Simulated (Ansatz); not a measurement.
# BFGeH₅NSi: small, medium and large basis sets

One table from this session's results is given with a row withheld; the runs are named, their logs left out.

Method: one geometry, several basis sets; program: Ansatz 0.2.0, Gaussian basis.

The runs, in order: PBE0-D4/def2-SVP; ωB97M-V/def2-SVP; PBE0-D4/def2-QZVPP; ωB97M-V/def2-QZVPP; the functionals' def2-TZVPP values are taken from earlier runs.

## The geometry

All runs share one geometry, relaxed beforehand with PBE0-D4 in a triple-zeta def2 set.

10 atoms, charge 0, spin multiplicity 1.

Atoms are counted from 1 here; the program's logs count them from 0.

Bond lengths: F1–B2 1.328 Å, B2–N3 1.408 Å, B2–Ge5 2.095 Å, N3–Si4 1.769 Å, N3–H6 1.011 Å, Si4–Ge5 2.377 Å, Si4–H7 1.488 Å, Si4–H8 1.488 Å, Ge5–H9 1.534 Å, Ge5–H10 1.534 Å. Angles: F1–B2–N3 124.0°, F1–B2–Ge5 134.6°, N3–B2–Ge5 101.4°, B2–N3–Si4 107.3°, B2–N3–H6 124.0°, Si4–N3–H6 128.7°, N3–Si4–Ge5 81.5°, N3–Si4–H7 111.5°, N3–Si4–H8 111.5°, Ge5–Si4–H7 120.6°, Ge5–Si4–H8 120.6°, H7–Si4–H8 107.9°, B2–Ge5–Si4 69.8°, B2–Ge5–H9 119.0°, B2–Ge5–H10 119.0°, Si4–Ge5–H9 117.3°, Si4–Ge5–H10 117.3°, H9–Ge5–H10 109.7°.

Geometry (Å):

```
F     0.09330    0.06679    2.67873
B     0.05044    0.03311    1.35215
N     0.43720   -1.07869    0.58025
Si    0.20334   -0.64688   -1.11962
Ge   -0.52390    1.39158   -0.13606
H     0.78047   -1.94595    0.97093
H     1.48137   -0.70703   -1.87947
H    -0.76910   -1.55539   -1.78544
H    -2.00743    1.75362   -0.28025
H     0.33742    2.63744   -0.37831
```

The first run:

in.yaml

```yaml
crystal:
  periodic: [false, false, false]
  atoms:
    - {symbol: F, position_ang: [0.093297, 0.066793, 2.678730]}
    - {symbol: B, position_ang: [0.050437, 0.033105, 1.352148]}
    - {symbol: N, position_ang: [0.437201, -1.078691, 0.580255]}
    - {symbol: Si, position_ang: [0.203343, -0.646883, -1.119624]}
    - {symbol: Ge, position_ang: [-0.523902, 1.391584, -0.136056]}
    - {symbol: H, position_ang: [0.780473, -1.945946, 0.970928]}
    - {symbol: H, position_ang: [1.481365, -0.707035, -1.879473]}
    - {symbol: H, position_ang: [-0.769100, -1.555389, -1.785440]}
    - {symbol: H, position_ang: [-2.007433, 1.753620, -0.280254]}
    - {symbol: H, position_ang: [0.337419, 2.637444, -0.378311]}
basis:
  gaussian: {orbitals: def2-SVP}
hamiltonian: {xc: pbe0, dispersion: d4}
output: {orbitals: {seedname: orbitals}}
```

Steps of the session up to this table: PBE0-D4 in def2-SVP; ωB97M-V in def2-SVP; PBE0-D4 in def2-QZVPP; ωB97M-V in def2-QZVPP.

One table of the session follows, with a row left open; its other results are not shown here.

It belongs to the step «Functionals by basis». 

```
functional       basis  HOMO (eV)  LUMO (eV)
   PBE0-D4    def2-SVP          ?          ?
   PBE0-D4  def2-TZVPP      -7.28      -0.32
   PBE0-D4  def2-QZVPP      -7.29      -0.39
   ωB97M-V    def2-SVP      -9.24       1.89
   ωB97M-V  def2-TZVPP      -9.29       1.45
   ωB97M-V  def2-QZVPP      -9.30       1.04
```

Estimate the missing values for PBE0-D4, def2-SVP.

The run gave: HOMO (eV): -7.25; LUMO (eV): -0.16. In the column «HOMO (eV)» it is the highest.
